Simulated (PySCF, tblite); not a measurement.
# C4H9NOSi2: geometry, infrared bands and NMR shifts

Aim: predict the infrared bands and NMR shifts of C4H9NOSi2 (`[SiH3][SiH2]Cc1ncco1`).

Computed with tblite 0.8.0 and PySCF 2.14.0, with density-fitted response routines of our own, on a single molecule in the gas phase. Atoms count from 0, in the outputs and in this text.

### Step 1. Starting geometry

17 atoms, charge 0, multiplicity 1; geometry from: force field or distance geometry start.

Bonds of the start (Å): Si0–Si1 2.31, Si1–C2 1.86, C2–C3 1.49, C3–N4 1.33, N4–C5 1.38, C5–C6 1.37, C6–O7 1.36, O7–C3 1.35, Si0–H8 1.48, Si0–H9 1.50, Si0–H10 1.48, Si1–H11 1.49, Si1–H12 1.47, C2–H13 1.09, C2–H14 1.09, C5–H15 1.09, C6–H16 1.08.

### Step 2. Geometry optimisation with GFN2-xTB

Job settings and geometry (Å):

```
{"job": {"kind": "relax", "xc": "GFN2-xTB", "basis": "xTB"}, "charge": 0, "multiplicity": 1}
Si     2.405900     1.041000     0.317700
Si     1.546600    -0.456400    -1.216300
C      0.163400    -1.422200    -0.444500
C     -0.982400    -0.569100    -0.012800
N     -1.141100     0.048600     1.151200
C     -2.365300     0.662600     1.011900
C     -2.896500     0.381100    -0.218700
O     -2.014100    -0.417500    -0.877900
H      3.630800     1.676200    -0.230300
H      1.422300     2.129200     0.620100
H      2.771200     0.347000     1.577400
H      2.621200    -1.414000    -1.615100
H      1.103100     0.238000    -2.437300
H      0.529100    -1.988100     0.410300
H     -0.210000    -2.152900    -1.166700
H     -2.783600     1.270000     1.817200
H     -3.807700     0.638500    -0.729700
```

Command:

```sh
OMP_NUM_THREADS=1 python probes_run.py task.json out
```

One launch serves the whole session: the jobs run in the order shown.

**Question.** This job is followed by: GFN2-xTB harmonic vibrations, gas phase; GIAO PBE0/pcSseg-1 NMR shielding, non-relativistic, gas phase. Predict these results of the whole session: strongest single infrared mode (GFN2-xTB); zero-point energy (GFN2-xTB); 13C shifts against TMS (PBE0/pcSseg-1); 1H shifts against TMS (PBE0/pcSseg-1, means over atoms taken as alike); 29Si shifts against TMS (PBE0/pcSseg-1); 15N shifts against NH3 (PBE0/pcSseg-1); 17O shifts against H2O (PBE0/pcSseg-1).

**Answer**, as computed:

| quantity | value |
| --- | --- |
| strongest single infrared mode (GFN2-xTB) | 2267 cm⁻¹, 376 km/mol |
| zero-point energy (GFN2-xTB) | 72.2 kcal/mol |
| 13C shifts against TMS (PBE0/pcSseg-1) | 172.3, 142.5, 134.1, 11.9 ppm |
| 1H shifts against TMS (PBE0/pcSseg-1, means over atoms taken as alike) | 7.49, 7.27, 4.16, 3.87, 2.38 ppm |
| 29Si shifts against TMS (PBE0/pcSseg-1) | -64.0, -119.1 ppm |
| 15N shifts against NH3 (PBE0/pcSseg-1) | 287.9 ppm |
| 17O shifts against H2O (PBE0/pcSseg-1) | 323.2 ppm |

What this shows: Relaxing lowered the energy by 0.238 eV in 162 steps; the close pair that moved most is Si1–C2, from 1.855 to 1.923 Å. All 45 modes are real, so the xTB geometry is a minimum. The strongest single mode, at 2267 cm⁻¹, moves mainly H10. GFN2-xTB is a fitted tight-binding method: band positions and strengths are rough. Its intensities can rank the bands wrongly. At PBE0/pcSseg-1: The largest span, 429 ppm, is at N4, where the paramagnetic term is -351 ppm. NICS(1)zz of -26 ppm above the planar ring from C3 marks a diatropic (aromatic) ring current.
